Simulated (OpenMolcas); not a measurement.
# W⁴⁺ among point charges: CASSCF and CASPT2 levels and susceptibility

How does a field of 4 point charges split the states of W⁴⁺, and what χT follows?

Program: OpenMolcas 26.06. Level of theory: state-averaged CASSCF and CASPT2, spin-orbit coupling by RASSI with atomic mean-field integrals. These are calculated values, not measurements, unless marked.

## 1. The atom as given

| Item | Value |
| --- | --- |
| Species | W⁴⁺ (tungsten, Z = 74, 70 electrons) |
| Basis | ANO-RCC-VDZP [7s6p4d2f1g], 68 functions |
| Scalar Hamiltonian | DKH2, point nucleus |
| Inactive shells | 1s 2s 2p 3s 3p 3d 4s 4p 4d 4f 5s 5p |
| Active space | 2 electrons in 5 orbitals (5d) |
| Some configurations of this space | 5d² |
| Orbitals | optimised for each spin and parity, averaged over all roots |

Outer shells as boxes (Hund's rule):

5d2
```
5d [↑ ][↑ ][  ][  ][  ]
```

The ion sits among 4 point charges of -2.5 e arranged as a square (D4h), 2.28 Å from the ion.

Each step is its own input file, run in one work folder so that later steps find the files of earlier ones. Labels, J, g values, rates, χT and fits are worked out afterwards by a script from the matrices that RASSI stores. The input lists half of the charges; inversion (Group=XYZ) makes the rest.

## 2. One- and two-electron integrals

Contents of a.inp:

```
&GATEWAY
Coord
1

W 0.0 0.0 0.0
Basis=ANO-RCC-VDZP
Group=XYZ
NoMove
AngMom=0.0 0.0 0.0
AMFI
XField
2 Angstrom 0
2.280000 0.000000 0.000000 -2.500000
0.000000 2.280000 0.000000 -2.500000
&SEWARD
```

The run is started by

```bash
$ OMP_NUM_THREADS=1 MOLCAS_MEM=1689 MOLCAS_PROJECT=a pymolcas a.inp > a.log
```

## 3. Reference wave functions, triplets of even parity, 10 roots

Contents of a.inp:

```
&RASSCF
FileOrb=start.orb
Symmetry=1
Spin=3
nActEl=2 0 0
Inactive=15 19
Ras2=5 0
CIRoot=10 10 1
SDav=10
CIMx=300
Iter=120 100
PrWF=0.3
OrbListing=Nothing
MaxOrb=0
>>> COPY $Project.JobIph JOB001
```

start.orb holds the contracted functions of the basis, ordered by shell, or the orbitals of the step before.

## 4. Reference wave functions, singlets of even parity, 15 roots

Contents of a.inp:

```
&RASSCF
FileOrb=start.orb
Symmetry=1
Spin=1
nActEl=2 0 0
Inactive=15 19
Ras2=5 0
CIRoot=15 15 1
SDav=15
CIMx=300
Iter=120 100
PrWF=0.3
OrbListing=Nothing
MaxOrb=0
>>> COPY $Project.JobIph JOB002
```

## 5. RASSI: spin-orbit coupling between the states

Contents of a.inp:

```
&RASSI
NrOfJobIphs=2 10 15
1 2 3 4 5 6 7 8 9 10
1 2 3 4 5 6 7 8 9 10 11 12 13 14 15
IphNames
JOB001
JOB002
EJob
SpinOrbit
DIPRint=1.0
SOCoupling=1000.0
Subsets=2
Property=9
'ANGMOM' 1 'ANGMOM' 2 'ANGMOM' 3 'MLTPL  1' 1 'MLTPL  1' 2 'MLTPL  1' 3
'AMFI' 1 'AMFI' 2 'AMFI' 3
SOProperty=3
'ANGMOM' 1 'ANGMOM' 2 'ANGMOM' 3
```

## 6. CASPT2: IPEA 0.25, imaginary shift 0.1 (closed shells correlated: 4f 5s 5p)

Contents of a.inp:

```
>>> COPY JOB001 $Project.JobIph
&CASPT2
Multistate=10 1 2 3 4 5 6 7 8 9 10
NoMult
Frozen=14 9
IPEA=0.25
Imaginary=0.1
MaxIter=60
WThr=0.0 0.3 0.05
PrWF=0.5
NoMix
>>> COPY JOB002 $Project.JobIph
&CASPT2
Multistate=15 1 2 3 4 5 6 7 8 9 10 11 12 13 14 15
NoMult
Frozen=14 9
IPEA=0.25
Imaginary=0.1
MaxIter=60
WThr=0.0 0.3 0.05
PrWF=0.5
NoMix
```

(Steps that only read results are left out.)

**Question.** What will these runs give? Wanted: spin-free ground state; first state of the same spin within the active space; lowest level; next level.

As calculated:

| quantity | value |
| --- | --- |
| method | SS-CASPT2, IPEA 0.25, imaginary shift 0.1 (closed shells correlated: 4f 5s 5p) |
| spin-free ground state | 3E, 2-fold in its orbital part |
| first state of the same spin within the active space | 3A2 at 7390 cm⁻¹ |
| lowest level | 1-fold A1 |
| next level | 3799.4 cm⁻¹ |
| χT at 300 K | 0.03 cm³ K/mol |
| effective moment at 300 K | 0.52 μB |

Cost by method:

```tsv
method	time of its own steps	time with the reference
A. CASSCF	6.3 s	6.3 s
B. SS-CASPT2, IPEA 0.25, imaginary shift 0.1, +4f 5s 5p	4.5 s	11 s
```

Times are of one thread on a shared host.

**Reading.** The spin-free ground state (3E) comes to 57 % from free-ion F terms and keeps the highest spin of the shell. χT at 300 K is 0.03, against 1.00 cm³ K/mol for the spin alone, so spin-orbit coupling lowers it. The field of point charges can differ much from that of real complexes. This is an electrostatic model: the charges have no orbitals.
